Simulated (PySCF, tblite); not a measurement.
# C₃H₈BN₂Si radical: geometry, infrared bands and EPR parameters

Wanted: the infrared bands and EPR parameters of C₃H₈BN₂Si radical (`CB(C)[N][SiH2]C#N`), by calculation.

Programs: tblite 0.8.0 and PySCF 2.14.0, with density-fitted response routines of our own. Each step states its level of theory. These are calculated values for one molecule in the gas phase, unless marked as measured. Atoms count from 0, in the outputs and in this text.

### Step 1. The starting structure

15 atoms, charge 0, multiplicity 2; geometry from: force field or distance geometry start.

Bonds of the start (Å): C0–B1 1.60, B1–C2 1.58, B1–N3 1.53, N3–Si4 1.81, Si4–C5 1.82, C5–N6 1.17, C0–H7 1.11, C0–H8 1.10, C0–H9 1.10, C2–H10 1.10, C2–H11 1.14, C2–H12 1.13, Si4–H13 1.45, Si4–H14 1.45.

### Step 2. Optimising the geometry with GFN2-xTB

Job settings and geometry (Å):

```
{"job": {"kind": "relax", "xc": "GFN2-xTB", "basis": "xTB"}, "charge": 0, "multiplicity": 2}
C     -1.222900    -1.526500    -0.272900
B     -0.789200    -0.102800    -0.870400
C     -1.508400     1.147400    -0.218100
N      0.659300    -0.029600    -1.363400
Si     1.641900     0.508700     0.056800
C      3.307600    -0.209700    -0.031000
N      4.392700    -0.656400    -0.078000
H     -2.053000    -1.419100     0.452000
H     -0.359500    -1.911700     0.282200
H     -1.571600    -2.159700    -1.099600
H     -1.151500     2.105200    -0.628300
H     -2.623300     1.067600    -0.418500
H     -1.398300     1.069600     0.898800
H      1.732500     1.956800    -0.024200
H      0.939300     0.168000     1.281400
```

Command:

```
OMP_NUM_THREADS=1 python probes_run.py task.json out
```

The driver reads the jobs from task.json and runs them one after another.

**Question.** This job is followed by: GFN2-xTB harmonic vibrations, gas phase; UKS B3LYP, pcH-1 on B C H N Si, non-relativistic, mean-field spin-orbit, GIAO. What will the session give for the following? strongest single infrared mode (GFN2-xTB); zero-point energy (GFN2-xTB); g(iso) (B3LYP); ⟨S²⟩; largest a(iso) (averaged by class); surface potential, 1st and 99th percentile.

**Answer**, as computed:

| quantity | value |
| --- | --- |
| strongest single infrared mode (GFN2-xTB) | 2236 cm⁻¹, 425 km/mol |
| zero-point energy (GFN2-xTB) | 66.0 kcal/mol |
| g(iso) (B3LYP) | 2.00356 |
| ⟨S²⟩ | 0.755 (exact 0.75) |
| largest a(iso) (averaged by class) | 13C on C0, C2, 84.9 MHz |
| surface potential, 1st and 99th percentile | -1.69 V and 1.72 V |

In words: Relaxing lowered the energy by 1.775 eV in 155 steps; the close pair that moved most is B1–N3, from 1.532 to 1.326 Å. No mode is imaginary among the 39: a minimum at this level. The strongest single mode, at 2236 cm⁻¹, moves mainly H14 and H13. Unscaled tight-binding wavenumbers are off by several per cent, some by more. Its intensities can rank the bands wrongly. N3 carries the largest spin population, 0.77 e. The isotropic g lies 1.2 ppt above the free-electron value.
